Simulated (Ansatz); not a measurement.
# RuSe (zincblende): equation of state, part 2 of 2

How stiff is RuSe (zincblende)? Energies and pressures are computed at volumes on both sides of the relaxed cell and fitted. The cell was built by placing the elements on the sites of a structure type; the runs don't test whether it is the stable form.

Ansatz 0.2.0; DFT PBE, scalar-relativistic, plane waves, PAW. Earlier steps stand in the parts before.

### Step 6. Scaling the volume by 1.070

The input, input.yaml:

```yaml
crystal:
  lattice:
    - [0.0, 2.8147899477, 2.8147899477]
    - [2.8147899477, 0.0, 2.8147899477]
    - [2.8147899477, 2.8147899477, 0.0]
  atoms:
    - { symbol: Ru, position: [0.0, 0.0, 0.0] }
    - { symbol: Se, position: [0.25, 0.25, 0.25] }
basis:
  ecutwfc: 420
  ecutrho_ratio: 4
kpoints:
  mp_grid: { grid: [10, 10, 10] }
hamiltonian:
  xc: pbe
scf:
  occupations: { method: gaussian, width: 0.05 }
output:
  forces: true
  stress: true
  eigenvalues: true
```

Run with:

```console
> ansatz run input.yaml --threads 2 --pin off --max-ram 2662MiB --backend cpu --events-out ev --progress --plain --runs-dir out
```

Log, cut to the lines that bear on the results:

```text
Warning: RAYON_NUM_THREADS=2 ignored (pool sized by the plan → 2); use --threads N
[...]
Pseudopotentials: kind: paw
Pseudopotential: Ru, paw, valence charge 16, recommended cutoff 420 eV (normal), Ru.paw.azcp
Pseudopotential: Se, paw, valence charge 16, recommended cutoff 420 eV (normal), Se.paw.azcp
Functional definition: PBE
[...]
Crystal: 2 atoms, lattice volume = 44.603 Å³
Basis set: ecut = 420 eV, 893 PW (Γ), exchange–correlation on 54×54×54 points (8 copies of the dense FFT grid, shifted against one another)
Bands: 20, of which v1, the nominal top of the filled ones, is band 16 counted from 1 (15 counted from 0)
Symmetry: 24 space group operations
Space group: F-43m (ITA 216), of the structure as read, at distance tolerance 3.5e-5 Å
k-points: 47 of 1000 (time reversal used)
[...]
SCF iter   1: F=—  HF=-11347.389339 eV  |F-HF|=—  |Δ(HF+E_count)|=         —  Δρ=2.07e-3  dr2=1.44e-3  ethr=1.77e-3  ⟨swp⟩=5.9  Hψ=4199  notcnv=0
[...]
SCF iter   6: F=-11347.390817 eV  HF=-11347.390817 eV  |F-HF|=1.29e-8  |Δ(HF+E_count)|=   1.15e-8  Δρ=7.43e-6  dr2=2.41e-8  ethr=3.13e-10  ⟨swp⟩=4.7  Hψ=3511  notcnv=0
[...]
SCF converged after 6 iterations
Free energy (F): -11347.390817 eV
[...]
E sigma→0 (E₀):  -11347.389133 eV
Entropy (-TS):   -0.003369 eV (-1.685 meV/atom)
Fermi energy:    11.398337 eV
[...]
--- Forces (eV/Å), atoms counted from 1 ---
  atom   1  Ru    -0.00000000     0.00000000    -0.00000000
  atom   2  Se    -0.00000000     0.00000000    -0.00000000
[...]
--- Stress (GPa, compression-positive) ---
       -6.748108      -0.000000       0.000000
       -0.000000      -6.748108      -0.000000
        0.000000      -0.000000      -6.748108
  P = ⅓ Tr σ = -6.7481 GPa (-67.481 kbar)
--- Band table (eV; the first three rows and the last of 47) ---
  k-point 0: bands = ["-60.9643", "-37.4485", "-37.4485", "-37.4485", "-37.4384", "-37.4384", "-31.0096", "-31.0096", "-31.0096", "-3.2220", "6.4921", "6.4921", "6.4921", "9.8660", "9.8660", "13.1051", "14.5040", "14.5040", "14.5040", "18.7985"]
[...]
```

Run time: 2 s. Hardware: 2 threads of Arm Neoverse V1, shared host; peak memory 0.34 GiB.

In short: volume 22.302 Å³/atom, pressure -6.75 GPa, no gap.

### Step 7. Scaling the volume by 1.100

input.yaml, as its differences from that of step 6:

```diff
@@ -2,5 +2,5 @@
   lattice:
-    - [0.0, 2.8147899477, 2.8147899477]
-    - [2.8147899477, 0.0, 2.8147899477]
-    - [2.8147899477, 2.8147899477, 0.0]
+    - [0.0, 2.8408543005, 2.8408543005]
+    - [2.8408543005, 0.0, 2.8408543005]
+    - [2.8408543005, 2.8408543005, 0.0]
   atoms:
```

Run with:

```console
> ansatz run input.yaml --threads 2 --pin off --max-ram 2662MiB --backend cpu --events-out ev --progress --plain --runs-dir out
```

Log, cut to the lines that bear on the results:

```text
Warning: RAYON_NUM_THREADS=2 ignored (pool sized by the plan → 2); use --threads N
[...]
[... 4 set-up lines as earlier in the session ...]
[...]
Crystal: 2 atoms, lattice volume = 45.854 Å³
Basis set: ecut = 420 eV, 893 PW (Γ), exchange–correlation on 54×54×54 points (8 copies of the dense FFT grid, shifted against one another)
Bands: 20, of which v1, the nominal top of the filled ones, is band 16 counted from 1 (15 counted from 0)
[... 1 set-up line as earlier in the session ...]
Space group: F-43m (ITA 216), of the structure as read, at distance tolerance 3.6e-5 Å
k-points: 47 of 1000 (time reversal used)
[...]
SCF iter   1: F=—  HF=-11347.328055 eV  |F-HF|=—  |Δ(HF+E_count)|=         —  Δρ=1.84e-3  dr2=1.30e-3  ethr=1.77e-3  ⟨swp⟩=5.9  Hψ=4158  notcnv=0
[...]
SCF iter   6: F=-11347.329635 eV  HF=-11347.329635 eV  |F-HF|=2.04e-8  |Δ(HF+E_count)|=   2.96e-8  Δρ=9.07e-6  dr2=3.59e-8  ethr=3.13e-10  ⟨swp⟩=4.7  Hψ=3515  notcnv=0
[...]
SCF converged after 6 iterations
Free energy (F): -11347.329635 eV
[...]
E sigma→0 (E₀):  -11347.327824 eV
Entropy (-TS):   -0.003621 eV (-1.811 meV/atom)
Fermi energy:    10.939237 eV
[...]
--- Forces (eV/Å), atoms counted from 1 ---
  atom   1  Ru    -0.00000000     0.00000000    -0.00000000
  atom   2  Se     0.00000000     0.00000000     0.00000000
[...]
--- Stress (GPa, compression-positive) ---
       -8.863340      -0.000000       0.000000
       -0.000000      -8.863340      -0.000000
        0.000000      -0.000000      -8.863340
  P = ⅓ Tr σ = -8.8633 GPa (-88.633 kbar)
--- Band table (eV; the first three rows and the last of 47) ---
  k-point 0: bands = ["-61.3866", "-37.8599", "-37.8599", "-37.8599", "-37.8511", "-37.8511", "-31.4270", "-31.4270", "-31.4270", "-3.5383", "6.1745", "6.1745", "6.1745", "9.4795", "9.4795", "12.5841", "13.9204", "13.9204", "13.9204", "18.2671"]
[...]
```

Wall time 2 s (2 threads of Arm Neoverse V1, shared host); peak memory 0.35 GiB.

In short: volume 22.927 Å³/atom, pressure -8.86 GPa, no gap.

### Step 8. Volume × 0.945

input.yaml, as its differences from that of step 7:

```diff
@@ -2,5 +2,5 @@
   lattice:
-    - [0.0, 2.8408543005, 2.8408543005]
-    - [2.8408543005, 0.0, 2.8408543005]
-    - [2.8408543005, 2.8408543005, 0.0]
+    - [0.0, 2.7006108096, 2.7006108096]
+    - [2.7006108096, 0.0, 2.7006108096]
+    - [2.7006108096, 2.7006108096, 0.0]
   atoms:
```

Run with:

```console
> ansatz run input.yaml --threads 2 --pin off --max-ram 2662MiB --backend cpu --events-out ev --progress --plain --runs-dir out
```

Log, cut to the lines that bear on the results:

```text
Warning: RAYON_NUM_THREADS=2 ignored (pool sized by the plan → 2); use --threads N
[...]
[... 4 set-up lines as earlier in the session ...]
[...]
Crystal: 2 atoms, lattice volume = 39.393 Å³
Basis set: ecut = 420 eV, 749 PW (Γ), exchange–correlation on 54×54×54 points (8 copies of the dense FFT grid, shifted against one another)
Bands: 20, of which v1, the nominal top of the filled ones, is band 16 counted from 1 (15 counted from 0)
[... 2 set-up lines as earlier in the session ...]
k-points: 47 of 1000 (time reversal used)
[...]
SCF iter   1: F=—  HF=-11347.404190 eV  |F-HF|=—  |Δ(HF+E_count)|=         —  Δρ=3.97e-3  dr2=2.37e-3  ethr=1.77e-3  ⟨swp⟩=5.9  Hψ=4284  notcnv=0
[...]
SCF iter   6: F=-11347.404856 eV  HF=-11347.404856 eV  |F-HF|=4.27e-9  |Δ(HF+E_count)|=   2.49e-8  Δρ=4.77e-6  dr2=1.01e-8  ethr=1.78e-10  ⟨swp⟩=3.2  Hψ=3656  notcnv=0
[...]
SCF converged after 6 iterations
Free energy (F): -11347.404856 eV
[...]
E sigma→0 (E₀):  -11347.403671 eV
Entropy (-TS):   -0.002370 eV (-1.185 meV/atom)
Fermi energy:    13.617164 eV
[...]
--- Forces (eV/Å), atoms counted from 1 ---
  atom   1  Ru    -0.00000000     0.00000000     0.00000000
  atom   2  Se    -0.00000000     0.00000000     0.00000000
[...]
--- Stress (GPa, compression-positive) ---
        7.670523       0.000000       0.000000
        0.000000       7.670523      -0.000000
        0.000000      -0.000000       7.670523
  P = ⅓ Tr σ = 7.6705 GPa (76.705 kbar)
--- Band table (eV; the first three rows and the last of 47) ---
  k-point 0: bands = ["-58.9211", "-35.4505", "-35.4505", "-35.4505", "-35.4326", "-35.4326", "-28.9941", "-28.9941", "-28.9941", "-1.6941", "8.0341", "8.0341", "8.0341", "11.7233", "11.7233", "15.6159", "17.3220", "17.3220", "17.3220", "21.3951"]
[...]
```

Run time: 2 s. Hardware: 2 threads of Arm Neoverse V1, shared host; peak memory 0.34 GiB.

This gives: volume 19.696 Å³/atom, pressure 7.67 GPa, a metal on this mesh.

### Step 9. Energy and pressure against volume

Energies have the smearing extrapolated to zero and count from the lowest point.

| volume (Å³/atom) | energy (meV/atom) | pressure (GPa) | gap (eV) |
| --- | --- | --- | --- |
| 19.696 | 25.82 | 7.67 | metal |
| 20.009 | 13.20 | 5.32 | metal |
| 20.426 | 3.13 | 2.50 | metal |
| 20.843 | 0.00 | -0.01 | metal |
| 21.260 | 3.02 | -2.23 | metal |
| 21.676 | 11.49 | -4.21 | metal |
| 22.302 | 33.09 | -6.75 | metal |
| 22.927 | 63.74 | -8.86 | metal |

volume (Å³/atom), energy (meV/atom) and a bar:
```
    19.70       25.8 ############
    20.01       13.2 ######
    20.43        3.1 #
    20.84        0.0 
    21.26        3.0 #
    21.68       11.5 #####
    22.30       33.1 ################
    22.93       63.7 ##############################
```

### Step 10. Outcome

This closing draws on all 2 parts.

| quantity | value |
| --- | --- |
| V0 | 20.838 Å³/atom |
| B0 | 118 GPa |
| B0′ | 5.0 |
| scatter of the fit | 0.004 meV/atom |

The fitted minimum lies at 20.84 Å³/atom, and the bulk modulus is 118 GPa. One per cent of compression takes about 1.2 GPa. These are values at 0 K without zero-point motion.
